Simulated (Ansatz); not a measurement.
# C3H6O2Si: one species, many methods

One table from this session's results is given with a row withheld; the runs are named, their logs left out.

The runs use Ansatz 0.2.0, Gaussian basis; functionals in def2-TZVPP, the program's frozen cores in correlated methods.

The runs, in order: PBE-D4, r2SCAN-D4, PBE0-D4, B3LYP-D4, ωB97X-V, ωB97M-V, B2PLYP; CCSD(T)/def2-TZVPP; MP2/def2-QZVPP; extrapolation to the limit.

## The relaxed structure

The geometry comes from an earlier relaxation with PBE0-D4 in a triple-zeta def2 set; it is a stationary point, not always the lowest conformer.

SMILES `C=C(O)[SiH2]C=O`, 12 atoms, charge 0, spin multiplicity 1.

Atoms are counted from 1 here; the program's logs count them from 0.

Bond lengths: C1–C2 1.332 Å, C1–H7 1.088 Å, C1–H8 1.081 Å, C2–O3 1.362 Å, C2–Si4 1.875 Å, O3–H9 0.965 Å, Si4–C5 1.928 Å, Si4–H10 1.487 Å, Si4–H11 1.480 Å, C5–O6 1.205 Å, C5–H12 1.117 Å. Angles: C2–C1–H7 122.2°, C2–C1–H8 120.4°, H7–C1–H8 117.3°, C1–C2–O3 124.4°, C1–C2–Si4 122.9°, O3–C2–Si4 112.6°, C2–O3–H9 109.7°, C2–Si4–C5 108.8°, C2–Si4–H10 109.8°, C2–Si4–H11 109.9°, C5–Si4–H10 107.1°, C5–Si4–H11 109.6°, H10–Si4–H11 111.6°, Si4–C5–O6 122.5°, Si4–C5–H12 118.0°, O6–C5–H12 119.5°.

Set-up of the first run:

in.yaml

```yaml
crystal:
  periodic: [false, false, false]
  atoms:
    - {symbol: C, position_ang: [-1.871765, -0.559219, -0.198646]}
    - {symbol: C, position_ang: [-0.551628, -0.707771, -0.096882]}
    - {symbol: O, position_ang: [0.163004, -1.687164, -0.717933]}
    - {symbol: Si, position_ang: [0.531496, 0.454308, 0.899826]}
    - {symbol: C, position_ang: [1.771364, 1.323155, -0.294296]}
    - {symbol: O, position_ang: [2.030277, 2.497051, -0.215777]}
    - {symbol: H, position_ang: [-2.487022, -1.231079, -0.793228]}
    - {symbol: H, position_ang: [-2.373901, 0.246876, 0.318448]}
    - {symbol: H, position_ang: [-0.430537, -2.243051, -1.236993]}
    - {symbol: H, position_ang: [1.338304, -0.323049, 1.877996]}
    - {symbol: H, position_ang: [-0.307144, 1.472459, 1.571908]}
    - {symbol: H, position_ang: [2.264451, 0.702184, -1.080425]}
basis:
  gaussian: {orbitals: def2-TZVPP}
hamiltonian: {xc: pbe, dispersion: d4}
output: {forces: true, orbitals: {seedname: orbitals}}
```

Started as:

```bash
> ansatz run in.yaml --threads 4 --pin off --events-out ev --progress --plain --max-ram 10444MiB
```

Among the steps run: PBE-D4 (GGA); r2SCAN-D4 (meta-GGA); PBE0-D4 (hybrid); B3LYP-D4 (hybrid); ωB97X-V (range-separated); ωB97M-V (range-separated); B2PLYP (double hybrid); CCSD(T) in def2-TZVPP; MP2 in def2-QZVPP.

One of the session's tables, all rows but one given; the rest of the session is left out.

It belongs to the step «Atomisation energies». 

```
            method  atomisation energy (kJ/mol)
            PBE-D4                       4878.3
         r2SCAN-D4                            ?
           PBE0-D4                       4747.5
          B3LYP-D4                       4736.8
           ωB97X-V                       4745.9
           ωB97M-V                       4750.2
            B2PLYP                       4687.6
     HF/def2-TZVPP                       3333.0
    MP2/def2-TZVPP                       4708.5
   CCSD/def2-TZVPP                       4513.5
CCSD(T)/def2-TZVPP                       4602.1
           MP2/CBS                       4840.4
       CCSD(T)/CBS                       4734.0
```

**Question.** Estimate the row for r2SCAN-D4.

As computed: atomisation energy (kJ/mol): 4753.6. In the column «atomisation energy (kJ/mol)» it lies between ωB97M-V (4750.2) and MP2/CBS (4840.4).
